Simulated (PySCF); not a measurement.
# LaN3O9 (La(NO3)3): the cost of one run

Computed with PySCF 2.14.0. Level: PBE0, La lcecp-1-SVP with ECP46, O def2-SVP, N def2-SVP; scalar-relativistic core potentials, no spin–orbit coupling.

1 further run of the same task is left out (for a known fault of the program).

## 1. Where the work starts

13 atoms, charge 0, spin multiplicity 1.

Bond lengths: La1–O2 2.560 Å, La1–O3 2.560 Å, La1–N4 3.001 Å, La1–O6 2.560 Å, La1–O7 2.560 Å, La1–N8 3.001 Å, La1–O10 2.560 Å, La1–O11 2.560 Å, La1–N12 3.001 Å, O2–N4 1.276 Å, O3–N4 1.276 Å, N4–O5 1.220 Å, O6–N8 1.276 Å, O7–N8 1.276 Å, N8–O9 1.220 Å, O10–N12 1.276 Å, O11–N12 1.276 Å, N12–O13 1.220 Å. Angles: O2–La1–O3 49.9°, O2–La1–N4 25.0°, O2–La1–O6 103.5°, O2–La1–O7 126.1°, O2–La1–N8 117.0°, O2–La1–O10 103.5°, O2–La1–O11 126.1°, O2–La1–N12 117.0°, O3–La1–N4 25.0°, O3–La1–O6 126.1°, O3–La1–O7 103.5°, O3–La1–N8 117.0°, O3–La1–O10 126.1°, O3–La1–O11 103.5°, O3–La1–N12 117.0°, N4–La1–O6 117.0°, N4–La1–O7 117.0°, N4–La1–N8 120.0° and more.

Coordinates:

```mol
LaN3O9
  3D, bonds by distance, orders not assigned

 13 18  0  0  0  0  0  0  0  0999 V2000
    0.0000    0.0000    0.0000 La  0  0
    2.3210    0.0000    1.0800 O   0  0
    2.3210    0.0000   -1.0800 O   0  0
    3.0010    0.0000    0.0000 N   0  0
    4.2210    0.0000    0.0000 O   0  0
   -1.1605    2.0101    1.0800 O   0  0
   -1.1605    2.0101   -1.0800 O   0  0
   -1.5005    2.5990    0.0000 N   0  0
   -2.1105    3.6555    0.0000 O   0  0
   -1.1605   -2.0101    1.0800 O   0  0
   -1.1605   -2.0101   -1.0800 O   0  0
   -1.5005   -2.5990    0.0000 N   0  0
   -2.1105   -3.6555    0.0000 O   0  0
  1  2  8  0
  1  3  8  0
  1  4  8  0
  1  6  8  0
  1  7  8  0
  1  8  8  0
  1 10  8  0
  1 11  8  0
  1 12  8  0
  2  4  8  0
  3  4  8  0
  4  5  8  0
  6  8  8  0
  7  8  8  0
  8  9  8  0
 10 12  8  0
 11 12  8  0
 12 13  8  0
M  END
```

Formal oxidation states: La +3. The 4f shell is empty and lies in the core potential.

## 2. SCF at the start, singlet

Contents of run.py (the lines that set the calculation):

```python
mol = gto.M(atom='''
La     0.00000     0.00000     0.00000
O      2.32100     0.00000     1.08000
O      2.32100     0.00000    -1.08000
N      3.00100     0.00000     0.00000
O      4.22100     0.00000     0.00000
O     -1.16050     2.01010     1.08000
O     -1.16050     2.01010    -1.08000
N     -1.50050     2.59900     0.00000
O     -2.11050     3.65550     0.00000
O     -1.16050    -2.01010     1.08000
O     -1.16050    -2.01010    -1.08000
N     -1.50050    -2.59900     0.00000
O     -2.11050    -3.65550     0.00000''',
    basis={'La': 'lcecp-1-SVP', 'O': 'def2-SVP', 'N': 'def2-SVP'},
    ecp={'La': 'lcecp-1-SVP'},
    charge=0, spin=0)
mf = dft.RKS(mol, xc='PBE0')
mf.grids.atom_grid = (50, 194)  # f atoms: unpruned, at least (60, 302)
mf = mf.density_fit()  # fitting sets: La AutoAux, O def2-universal-JKFIT, N def2-universal-JKFIT
mf.conv_tol = 1e-08; mf.max_cycle = 55
mf.kernel(dm0)  # dm0: free metal ions and neutral atoms
```

Command:

```sh
> OMP_NUM_THREADS=4 python run.py
```

Q: Estimate wall time and peak memory on 4 threads of Intel Xeon 6975P-C (Granite Rapids), shared host.

About 7.7 s, with a peak of 1.3 GiB.
